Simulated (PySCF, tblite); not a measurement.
# C₇H₁₂O₂Si: geometry, infrared bands and NMR shifts

Wanted: the infrared bands and NMR shifts of C₇H₁₂O₂Si (`C#C[C@@H](C[SiH2]O)CC(C)=O`), by calculation.

The runs use tblite 0.8.0 and PySCF 2.14.0, with density-fitted response routines of our own; the level of theory stands in each step. All values are computed, except where a source is named. Atoms count from 0, in the outputs and in this text.

**1. The starting structure**

22 atoms, charge 0, multiplicity 1; geometry from: force field or distance geometry start.

Bonds of the start (Å): C0–C1 1.20, C1–C2 1.48, C2–C3 1.56, C3–Si4 1.88, Si4–O5 1.66, C2–C6 1.53, C6–C7 1.51, C7–C8 1.50, C7–O9 1.25, C0–H10 1.06, C2–H11 1.10, C3–H12 1.10, C3–H13 1.09, Si4–H14 1.49, Si4–H15 1.49, O5–H16 0.98, C6–H17 1.11, C6–H18 1.10, C8–H19 1.09, C8–H20 1.10, C8–H21 1.09.

**2. Optimising the geometry with GFN2-xTB**

Job settings and geometry (Å):

```
{"job": {"kind": "relax", "xc": "GFN2-xTB", "basis": "xTB"}, "charge": 0, "multiplicity": 1}
C      1.935700     2.527100    -0.190300
C      1.117100     1.725500     0.174600
C      0.133300     0.728000     0.659300
C     -1.205400     0.956400    -0.106700
Si    -2.700600    -0.016400     0.496200
O     -2.491900    -1.655200     0.345900
C      0.716900    -0.682200     0.574400
C      0.752000    -1.263600    -0.817000
C      1.986800    -1.054100    -1.650800
O     -0.241400    -1.860700    -1.272300
H      2.634100     3.252400    -0.520200
H     -0.051400     0.940700     1.722800
H     -1.481900     2.012100    -0.013600
H     -1.061900     0.763000    -1.173400
H     -3.891600     0.385200    -0.300200
H     -2.954200     0.306400     1.925100
H     -1.926200    -1.945100    -0.396300
H      0.134000    -1.380600     1.202300
H      1.732900    -0.708600     0.994800
H      1.983500    -1.744100    -2.490400
H      1.996800    -0.021200    -2.027100
H      2.872900    -1.245700    -1.051000
```

The run is started by

```console
$ OMP_NUM_THREADS=1 python probes_run.py task.json out
```

This one command runs all jobs of the session in turn.

**Question.** This job is followed by: GFN2-xTB harmonic vibrations, gas phase; GIAO PBE0/pcSseg-1 NMR shielding, non-relativistic, gas phase. Predict these results of the whole session: strongest single infrared mode (GFN2-xTB); zero-point energy (GFN2-xTB); ¹³C shifts against TMS (PBE0/pcSseg-1); ¹H shifts against TMS (PBE0/pcSseg-1, means over atoms taken as alike); ²⁹Si shifts against TMS (PBE0/pcSseg-1); ¹⁷O shifts against H2O (PBE0/pcSseg-1); surface potential, 1st and 99th percentile.

The runs gave:

| quantity | value |
| --- | --- |
| strongest single infrared mode (GFN2-xTB) | 3279 cm⁻¹, 537 km/mol |
| zero-point energy (GFN2-xTB) | 105.9 kcal/mol |
| ¹³C shifts against TMS (PBE0/pcSseg-1) | 221.5, 95.6, 78.9, 48.2, 37.1, 28.6, 24.7 ppm |
| ¹H shifts against TMS (PBE0/pcSseg-1, means over atoms taken as alike) | 5.42, 5.05, 4.91, 3.02, 2.79, 2.77, 2.76, 1.90, 0.90, 0.83 ppm |
| ²⁹Si shifts against TMS (PBE0/pcSseg-1) | -22.3 ppm |
| ¹⁷O shifts against H2O (PBE0/pcSseg-1) | 646.6, 25.1 ppm |
| surface potential, 1st and 99th percentile | -1.71 V and 1.49 V |

**Reading.** Relaxing lowered the energy by 0.244 eV in 97 steps; the close pair that moved most is Si4–O5, from 1.659 to 1.613 Å. All 60 modes are real, so the xTB geometry is a minimum. The strongest single mode, at 3279 cm⁻¹, moves mainly H16. Unscaled tight-binding wavenumbers are off by several per cent, some by more. Its intensities can rank the bands wrongly. The most deshielded carbon is C7 (ketone carbonyl carbon), at 221.5 ppm: the double bond to the heteroatom, with no lone-pair donor beside it, deshields it most. At PBE0/pcSseg-1: The widest tensor belongs to O9: span 1163 ppm, with a paramagnetic part of -713 ppm. By nearest atom (PBE0/pcSseg-1), the HOMO sits on O9 43 %; O5 9 % and the LUMO on C7 45 %; O9 28 %.
